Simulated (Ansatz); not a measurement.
**Y5Ti: a trial structure relaxed**

The task: take a trial cell of Y5Ti to zero force and stress.

Computed with Ansatz 0.2.0 (DFT PBE, scalar-relativistic, plane waves, PAW, unless a step's input says otherwise).

## (1) Starting point

The structure is cubic, space group F-43m (No. 216). Conventional cell: a = 8.417 Å, b = 8.417 Å, c = 8.417 Å, α = 90.00°, β = 90.00°, γ = 90.00°. Y (site symmetry -43m) is surrounded by 12 Y at 3.49 Å and 4 Ti at 3.64 Å. Y (site symmetry 3m) is surrounded by 6 Y at 2.98 Å. Ti (site symmetry -43m) has 16 Y at 3.49 to 3.64 Å as nearest neighbours.

Structure file:

```cif
data_structure
_symmetry_space_group_name_H-M 'F-43m'
_symmetry_Int_Tables_number 216
_cell_length_a 8.4169
_cell_length_b 8.4169
_cell_length_c 8.4169
_cell_angle_alpha 90.000
_cell_angle_beta 90.000
_cell_angle_gamma 90.000
_cell_volume 596.30
loop_
_atom_site_label
_atom_site_type_symbol
_atom_site_symmetry_multiplicity
_atom_site_Wyckoff_symbol
_atom_site_fract_x
_atom_site_fract_y
_atom_site_fract_z
_atom_site_occupancy
Y1 Y 4 d 0.25000 0.25000 0.75000 1
Y2 Y 16 e 0.62500 0.12500 0.87500 1
Ti1 Ti 4 a 0.00000 0.00000 0.00000 1
```

The cell is invented: species swapped into a database cell of ZrNi5 (F-43m, No. 216), with Ti on the Zr sites and Y on the Ni sites. The dimensions are guesses.

## (2) The guess as it stands, on a coarse mesh

Contents of input.yaml:

```yaml
crystal:
  lattice:
    - [0.0, 4.20847475, 4.20847475]
    - [4.20847475, 0.0, 4.20847475]
    - [4.20847475, 4.20847475, 0.0]
  atoms:
    - { symbol: "Y", position: [0.25, 0.25, 0.25] }
    - { symbol: "Y", position: [0.125, 0.625, 0.625] }
    - { symbol: "Y", position: [0.625, 0.625, 0.625] }
    - { symbol: "Y", position: [0.625, 0.125, 0.625] }
    - { symbol: "Y", position: [0.625, 0.625, 0.125] }
    - { symbol: Ti, position: [0.0, 0.0, 0.0] }
basis:
  ecutwfc: 420
kpoints:
  mp_grid: { grid: [4, 4, 4] }
hamiltonian:
  xc: pbe
scf:
  occupations: { method: gaussian, width: 0.1 }
  lower_state_search: "off"
output:
  forces: true
  stress: true
  eigenvalues: true
```

On the command line:

```bash
> ansatz run input.yaml --threads 1 --pin off --max-ram 2560MiB --backend cpu --events-out ev --progress --plain --runs-dir out
```

Further runs follow: rough relaxation on the coarse mesh; spin check on a coarse mesh; final relaxation.

Before running it: what results should come out? Wanted: conventional cell; volume; energy over the elements; gap on the mesh; total moment.

As calculated:

```
                              quantity                                                                      value
symmetry at the end (tolerance 0.05 Å)                                                space group F-43m (No. 216)
                     conventional cell  a = 9.112 Å, b = 9.112 Å, c = 9.112 Å, α = 90.00°, β = 90.00°, γ = 90.00°
                                volume                                                              31.53 Å³/atom
              energy over the elements                                                              +0.49 eV/atom
                       gap on the mesh                                                               none (metal)
                          total moment                                                               2.27 μB/cell
```

The space group F-43m (No. 216) is kept, and the volume per atom grows by 26.9 % from the first guess. With a positive formation energy it can't be a ground state. No finished test with a distortion of lower symmetry is shown, so the end may be a saddle point. Other magnetic orders were not searched.
